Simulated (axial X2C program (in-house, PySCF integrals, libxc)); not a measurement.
**IMoI⁺: Ω levels from open-shell CI on d3 s0 p(π)0**

Aim: the spin–orbit levels of IMoI⁺ that arise from the configuration d3 s0 p(π)0 of Mo, and how they move with the bond.

Computed with an in-house X2C program for linear molecules on PySCF integrals. Level: two-component X2C, average-of-configuration Hartree–Fock and CI in the open shells.

All values are calculated.

## (1) The job

The input, task.json:

```json
{"zs": [53, 42, 53], "q": 1, "bas": ["dyall-v3z", "dyall-v3z", "dyall-v3z"], "r0": 2.71, "metal": 1, "shells": [[2, [0, 1, 2], 3], [0, [0], 0], [1, [1], 0]], "fix": 0, "emax": 3.2, "nroots": 4}
```

Keys: zs atomic numbers; q charge; bas basis sets; r0 starting distance in Å; metal index of the metal atom; shells open shells as [l, |m| values, electrons]; fix electron count of the first shell held; emax energy window in eV; nroots roots for each Ω.

Started as:

```bash
> python soci.py task.json out
```

Two-component X2C with atomic mean-field Coulomb and Gaunt terms, basis I dyall-v3z, Mo dyall-v3z (cores contracted in-house). Orbitals come from Hartree–Fock averaged over the configuration Mo d3 s0 p(π)0; CI then distributes these electrons over the d, s, p(π) shells of Mo.

## (2) CI at I–Mo–I held linear, both bonds 2.607 Å

What does the calculation give? Wanted: lowest level of the model; next level; lowest curve, Re and ωe.

The runs gave:

| quantity | value |
| --- | --- |
| lowest level of the model | Ω = 1/2, g∥ = 2.01, 100% d3 |
| next level | Ω = 3/2, 138 cm⁻¹ higher |
| lowest curve, Re and ωe | 2.573 Å, 181.3 cm⁻¹ |

What this shows: In the lowest level ⟨Sz⟩ = 0.51 and ⟨Lz⟩ = -0.01; its leading determinant has weight 0.29 among 97. From 2.607 to 2.816 Å the gap from the lowest to the fifth level goes from 2724 to 1558 cm⁻¹. Without dynamic correlation distances can be off by several hundredths of an Å, and the wavenumbers are rough. There is no dynamic correlation: spin–orbit spacings and, for f shells, spacings inside one term are the most reliable numbers, splittings between terms come out too wide, and energies between configurations are not reliable, so the lowest level need not be the ground state of the molecule. For d shells the ligand-field splittings (σ, π, δ) and their order can be off by a thousand cm⁻¹ or more. At most 4 roots were kept for each Ω > 0 (twice that for Ω = 0) within 3.2 eV of the lowest, so higher up levels can be missing between those listed; levels with Ω > 0 are doubly degenerate and listed once, Ω = 0 levels singly. The open spinors mix strongly with ligand orbitals, which this small active space describes poorly. Some active spinors are only partly of the character that their shell is named for, so the shell names and counts are nominal. States that fill the shells left empty in the average are placed too high. The molecule was held linear; bending was not examined.
